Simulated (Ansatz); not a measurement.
# CH₅AsSi (SMILES [SiH2]=C[AsH2]): single points off equilibrium

An exercise on one series of results from a longer session: the logs are not shown, and one member is left open.

Program: Ansatz 0.2.0, Gaussian basis. Level of theory: single points in def2-TZVPP. These are calculated values, not measurements.

Cores are frozen in the correlated methods. Filled d shells of the heavier atoms are correlated.

## The starting structure

SMILES `[SiH2]=C[AsH2]`, 8 atoms, charge 0, spin multiplicity 1.

Atoms are counted from 1 here; the program's logs count them from 0.

Bond lengths: Si1–C2 1.681 Å, Si1–H4 1.450 Å, Si1–H5 1.404 Å, C2–As3 1.934 Å, C2–H6 1.075 Å, As3–H7 1.469 Å, As3–H8 1.367 Å. Angles: C2–Si1–H4 125.8°, C2–Si1–H5 125.5°, H4–Si1–H5 108.5°, Si1–C2–As3 126.6°, Si1–C2–H6 117.4°, As3–C2–H6 115.8°, C2–As3–H7 97.6°, C2–As3–H8 96.9°, H7–As3–H8 95.8°.

Geometry (Å):

```csv
atom,x (Å),y (Å),z (Å)
Si1,-1.0771,0.7633,-0.1855
C2,0.5855,0.5177,-0.1714
As3,1.5019,-1.1617,0.1142
H4,-2.0889,-0.2657,-0.0407
H5,-1.7185,1.9859,-0.4419
H6,1.2149,1.3841,-0.2674
H7,0.9646,-1.4519,1.4500
H8,0.6151,-1.9497,-0.5645
```

Set-up of the first run:

run/in.yaml reads:

```yaml
crystal:
  periodic: [false, false, false]
  atoms:
    - {symbol: Si, position_ang: [-1.077100, 0.763300, -0.185500]}
    - {symbol: C, position_ang: [0.585500, 0.517700, -0.171400]}
    - {symbol: As, position_ang: [1.501900, -1.161700, 0.114200]}
    - {symbol: H, position_ang: [-2.088900, -0.265700, -0.040700]}
    - {symbol: H, position_ang: [-1.718500, 1.985900, -0.441900]}
    - {symbol: H, position_ang: [1.214900, 1.384100, -0.267400]}
    - {symbol: H, position_ang: [0.964600, -1.451900, 1.450000]}
    - {symbol: H, position_ang: [0.615100, -1.949700, -0.564500]}
basis:
  gaussian: {orbitals: def2-TZVPP}
correlation: {method: ccsd_t}
output: {forces: true}
```

The command line of these runs was not kept.

Steps of the session up to this table: CCSD(T)/def2-TZVPP; PBE0-D4/def2-TZVPP; wB97M-V/def2-TZVPP; r2SCAN-D4/def2-TZVPP; PBE-D4/def2-TZVPP; BLYP-D4/def2-TZVPP; BHLYP-D4/def2-TZVPP.

One table of the session follows, with a row left open; its other results are not shown here.

| method | RMS force component (eV/Å) | angle to CCSD(T) forces (°) | dipole (D) |
| --- | --- | --- | --- |
| CCSD(T) | 1.220 | reference | 1.58 |
| PBE0-D4 | 1.273 | 7.7 | 1.68 |
| wB97M-V | ? | ? | ? |
| r2SCAN-D4 | 1.254 | 5.8 | 1.58 |
| PBE-D4 | 1.354 | 6.3 | 1.42 |
| BLYP-D4 | 1.341 | 6.8 | 1.35 |
| BHLYP-D4 | 1.189 | 10.9 | 1.84 |

Estimate the missing values for wB97M-V.

As computed: RMS force component (eV/Å): 1.218; angle to CCSD(T) forces (°): 9.2; dipole (D): 1.75. In the column «RMS force component (eV/Å)» it lies between BHLYP-D4 (1.189) and CCSD(T) (1.220).
